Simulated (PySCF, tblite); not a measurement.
# C₅H₁₄NPSi₂: geometry, infrared bands and NMR shifts

What infrared bands and NMR shifts should C₅H₁₄NPSi₂ (`C=C/C=C/CN([SiH3])[SiH2]P`) show?

The runs use tblite 0.8.0 and PySCF 2.14.0, with density-fitted response routines of our own; the level of theory stands in each step. All values are computed, except where a source is named. Atoms count from 0, in the outputs and in this text.

### Step 1. The molecule as given

23 atoms, charge 0, multiplicity 1; geometry from: force field or distance geometry start.

Bonds of the start (Å): C0–C1 1.33, C1–C2 1.48, C2–C3 1.31, C3–C4 1.51, C4–N5 1.45, N5–Si6 1.80, N5–Si7 1.80, Si7–P8 2.19, C0–H9 1.10, C0–H10 1.10, C1–H11 1.07, C2–H12 1.08, C3–H13 1.09, C4–H14 1.08, C4–H15 1.11, Si6–H16 1.46, Si6–H17 1.47, Si6–H18 1.49, Si7–H19 1.46, Si7–H20 1.48, P8–H21 1.45, P8–H22 1.47.

### Step 2. Optimising the geometry with GFN2-xTB

Job settings and geometry (Å):

```
{"job": {"kind": "relax", "xc": "GFN2-xTB", "basis": "xTB"}, "charge": 0, "multiplicity": 1}
C     -4.316900    -0.693600     0.679000
C     -3.412700    -0.425100    -0.256800
C     -2.079300     0.049200     0.181300
C     -1.134000     0.338900    -0.683600
C      0.173500     0.816700    -0.101400
N      1.238000    -0.086400    -0.488100
Si     0.914000    -1.743200     0.147400
Si     2.833100     0.380400     0.196800
P      3.866700     1.882600    -1.018600
H     -4.026700    -0.523800     1.722000
H     -5.324700    -1.052600     0.425400
H     -3.593100    -0.560100    -1.304400
H     -1.942800     0.170800     1.246000
H     -1.265800     0.217700    -1.754500
H      0.159500     0.914500     0.978900
H      0.422200     1.807800    -0.522200
H      1.746600    -2.667800    -0.610300
H     -0.493400    -2.143800    -0.037700
H      1.281400    -1.681400     1.589700
H      2.761400     0.743200     1.610300
H      3.659800    -0.846900     0.133900
H      3.227800     3.173900    -0.889600
H      5.300800     1.956100    -0.704700
```

On the command line:

```sh
$ OMP_NUM_THREADS=1 python probes_run.py task.json out
```

One launch serves the whole session: the jobs run in the order shown.

**Question.** This job is followed by: GFN2-xTB harmonic vibrations, gas phase; GIAO PBE0/pcSseg-1 NMR shielding, non-relativistic, gas phase. What will the session give for the following? strongest single infrared mode (GFN2-xTB); zero-point energy (GFN2-xTB); ¹³C shifts against TMS (PBE0/pcSseg-1); ¹H shifts against TMS (PBE0/pcSseg-1, means over atoms taken as alike); ¹⁵N shifts against NH3 (PBE0/pcSseg-1); ²⁹Si shifts against TMS (PBE0/pcSseg-1); ³¹P shifts against H3PO4 (PBE0/pcSseg-1).

The runs gave:

| quantity | value |
| --- | --- |
| strongest single infrared mode (GFN2-xTB) | 815 cm⁻¹, 429 km/mol |
| zero-point energy (GFN2-xTB) | 104.3 kcal/mol |
| ¹³C shifts against TMS (PBE0/pcSseg-1) | 145.2, 139.6, 139.6, 124.8, 56.0 ppm |
| ¹H shifts against TMS (PBE0/pcSseg-1, means over atoms taken as alike) | 6.65, 6.25, 6.08, 5.55, 5.45, 5.33, 4.56, 3.59, 1.07 ppm |
| ¹⁵N shifts against NH3 (PBE0/pcSseg-1) | 14.1 ppm |
| ²⁹Si shifts against TMS (PBE0/pcSseg-1) | -26.7, -50.3 ppm |
| ³¹P shifts against H3PO4 (PBE0/pcSseg-1) | -305.1 ppm |

**Reading.** Over 282 steps the energy fell by 1.551 eV; of the close pairs, P8–H22 changed most, 1.470 to 1.381 Å. All 63 modes are real, so the xTB geometry is a minimum. The strongest single mode, at 815 cm⁻¹, is carried by H18, H16, H17, Si6. Unscaled tight-binding wavenumbers are off by several per cent, some by more. Its intensities can rank the bands wrongly. At PBE0/pcSseg-1: The largest span, 224 ppm, is at C1, where the paramagnetic term is -212 ppm.
